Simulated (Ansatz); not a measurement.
# C2H7NSi: the cost of one run

Program: Ansatz 0.2.0, Gaussian basis. Level of theory: the settings change from run to run. These are calculated values, not measurements.

## (1) The molecule

An earlier PBE0-D4 in a triple-zeta def2 set relaxation fixed the geometry.

11 atoms, charge 0, spin multiplicity 1.

Atoms are counted from 1 here; the program's logs count them from 0.

Bond lengths: C1–N2 1.475 Å, C1–Si4 1.890 Å, C1–H5 1.091 Å, C1–H6 1.100 Å, N2–C3 1.475 Å, N2–H7 1.013 Å, C3–Si4 1.890 Å, C3–H8 1.100 Å, C3–H9 1.091 Å, Si4–H10 1.489 Å, Si4–H11 1.486 Å. Angles: N2–C1–Si4 85.8°, N2–C1–H5 113.5°, N2–C1–H6 114.4°, Si4–C1–H5 120.7°, Si4–C1–H6 112.2°, H5–C1–H6 108.9°, C1–N2–C3 103.9°, C1–N2–H7 114.9°, C3–N2–H7 114.9°, N2–C3–Si4 85.8°, N2–C3–H8 114.4°, N2–C3–H9 113.5°, Si4–C3–H8 112.2°, Si4–C3–H9 120.7°, H8–C3–H9 108.9°, C1–Si4–C3 75.8°, C1–Si4–H10 119.6°, C1–Si4–H11 114.9° and more.

Coordinates:

```xyz
11
charge 0, multiplicity 1
C    -0.37390    1.09616   -0.26132
N    -0.49831    0.31531    0.98369
C     0.38027   -0.84814    0.76071
Si    0.07986   -0.54539   -1.08032
H    -1.28901    1.62301   -0.53732
H     0.46360    1.80959   -0.26931
H    -0.31008    0.83446    1.83242
H     1.43133   -0.68529    1.04214
H     0.02351   -1.76076    1.24138
H     1.22374   -0.60177   -2.03183
H    -1.06562   -1.29418   -1.65954
```

## (2) B2GP-PLYP/x2c-TZVPPall

in.yaml

```yaml
crystal:
  periodic: [false, false, false]
  atoms:
    - {symbol: C, position_ang: [-0.373901, 1.096156, -0.261318]}
    - {symbol: N, position_ang: [-0.498306, 0.315307, 0.983691]}
    - {symbol: C, position_ang: [0.380275, -0.848142, 0.760714]}
    - {symbol: Si, position_ang: [0.079859, -0.545385, -1.080323]}
    - {symbol: H, position_ang: [-1.289014, 1.623010, -0.537322]}
    - {symbol: H, position_ang: [0.463598, 1.809587, -0.269306]}
    - {symbol: H, position_ang: [-0.310080, 0.834460, 1.832421]}
    - {symbol: H, position_ang: [1.431334, -0.685287, 1.042139]}
    - {symbol: H, position_ang: [0.023512, -1.760755, 1.241382]}
    - {symbol: H, position_ang: [1.223742, -0.601768, -2.031834]}
    - {symbol: H, position_ang: [-1.065617, -1.294182, -1.659544]}
basis:
  gaussian: {orbitals: x2c-TZVPPall}
hamiltonian: {xc: {name: B2GP-PLYP}}
output: {forces: true}
```

Command:

```sh
$ ansatz run in.yaml --threads 2 --pin off --events-out ev --progress --plain --max-ram 4352MiB
```

What time and memory should one allow on 2 threads of Arm Neoverse V1, shared host?

About 20 s, with a peak of 0.74 GiB.
